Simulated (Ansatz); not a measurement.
# C₂H₇BFN: one species, many methods

The task here is to estimate one member of a computed series from the others.

Program: Ansatz 0.2.0, Gaussian basis. Level of theory: functionals in def2-TZVPP, the program's frozen cores in correlated methods. These are calculated values, not measurements.

Levels to be run: LDA (SPW92), PBE-D4, revPBE-D4, BLYP-D4, r2SCAN-D4, B97M-V, PBE0-D4, B3LYP-D4, r2SCANh-D4, r2SCAN0-D4, HSE06-D4, BHLYP-D4, CAM-B3LYP-D4, LC-ωPBE, ωB97X-V, ωB97M-V, B2PLYP, PBE-QIDH; CCSD(T)/def2-SVP; CCSD(T)/def2-TZVPP; MP2/def2-QZVPP; extrapolation to the limit; RPA on PBE.

### Structure used throughout

All runs share one geometry, relaxed beforehand with PBE0-D4 in a triple-zeta def2 set.

12 atoms, charge 0, spin multiplicity 1.

Atoms are counted from 1 here; the program's logs count them from 0.

Bond lengths: B1–N2 1.390 Å, B1–H6 1.196 Å, B1–H7 1.195 Å, N2–C3 1.423 Å, N2–H8 1.010 Å, C3–C4 1.507 Å, C3–F5 1.394 Å, C3–H9 1.093 Å, C4–H10 1.090 Å, C4–H11 1.091 Å, C4–H12 1.093 Å. Angles: N2–B1–H6 118.6°, N2–B1–H7 118.9°, H6–B1–H7 122.5°, B1–N2–C3 126.0°, B1–N2–H8 120.3°, C3–N2–H8 113.6°, N2–C3–C4 113.3°, N2–C3–F5 109.3°, N2–C3–H9 107.9°, C4–C3–F5 107.7°, C4–C3–H9 112.0°, F5–C3–H9 106.6°, C3–C4–H10 110.2°, C3–C4–H11 110.1°, C3–C4–H12 110.2°, H10–C4–H11 109.0°, H10–C4–H12 108.4°, H11–C4–H12 108.9°.

Set-up of the first run:

Contents of in.yaml:

```yaml
crystal:
  periodic: [false, false, false]
  atoms:
    - {symbol: B, position_ang: [-1.637674, -0.388811, 1.165483]}
    - {symbol: N, position_ang: [-0.826111, -0.316626, 0.039746]}
    - {symbol: C, position_ang: [0.260865, 0.581592, -0.151691]}
    - {symbol: C, position_ang: [1.489308, -0.082191, -0.717855]}
    - {symbol: F, position_ang: [-0.123810, 1.586296, -1.037566]}
    - {symbol: H, position_ang: [-1.407267, 0.340441, 2.085580]}
    - {symbol: H, position_ang: [-2.527980, -1.185830, 1.185009]}
    - {symbol: H, position_ang: [-0.999761, -0.917477, -0.753685]}
    - {symbol: H, position_ang: [0.464182, 1.070150, 0.804310]}
    - {symbol: H, position_ang: [2.272175, 0.657344, -0.887747]}
    - {symbol: H, position_ang: [1.859895, -0.839757, -0.025684]}
    - {symbol: H, position_ang: [1.253279, -0.560431, -1.671900]}
basis:
  gaussian: {orbitals: def2-TZVPP}
hamiltonian: {xc: lda}
output: {orbitals: {seedname: orbitals}}
```

Steps of the session up to this table: LDA; PBE-D4 (GGA); revPBE-D4 (GGA); BLYP-D4 (GGA); r2SCAN-D4 (meta-GGA); B97M-V (meta-GGA); PBE0-D4 (hybrid); B3LYP-D4 (hybrid); r2SCANh-D4 (hybrid); r2SCAN0-D4 (hybrid); HSE06-D4 (hybrid); BHLYP-D4 (hybrid); CAM-B3LYP-D4 (range-separated); LC-ωPBE (range-separated); ωB97X-V (range-separated); ωB97M-V (range-separated); B2PLYP (double hybrid); PBE-QIDH (double hybrid).

One of the session's tables, all rows but one given; the rest of the session is left out.

It belongs to the step «Frontier levels by functional». 

| functional | HOMO (eV) | gap (eV) |
| --- | --- | --- |
| LDA (SPW92) | -7.58 | 6.17 |
| PBE-D4 | -7.37 | 6.23 |
| revPBE-D4 | -7.30 | 6.25 |
| BLYP-D4 | -7.23 | 6.21 |
| r2SCAN-D4 | -7.63 | 6.86 |
| B97M-V | -7.74 | 6.85 |
| PBE0-D4 | -8.73 | 8.55 |
| B3LYP-D4 | -8.48 | 8.06 |
| r2SCANh-D4 | -8.14 | 7.71 |
| r2SCAN0-D4 | -8.92 | 8.97 |
| HSE06-D4 | -8.32 | 7.77 |
| BHLYP-D4 | ? | ? |
| CAM-B3LYP-D4 | -10.16 | 11.01 |
| LC-ωPBE | -11.57 | 13.61 |
| ωB97X-V | -11.17 | 13.10 |
| ωB97M-V | -11.11 | 12.76 |

**Question.** Estimate the row for BHLYP-D4.

Worked estimate for «HOMO (eV)». Against the share of exact exchange, BLYP-D4 (0, -7.23), B3LYP-D4 (0.2, -8.48) give a slope of -6.25 per unit share; at 0.5 the line stands at -10.35.

As computed: HOMO (eV): -9.98; gap (eV): 10.75. In «HOMO (eV)» the line misses by -0.37.
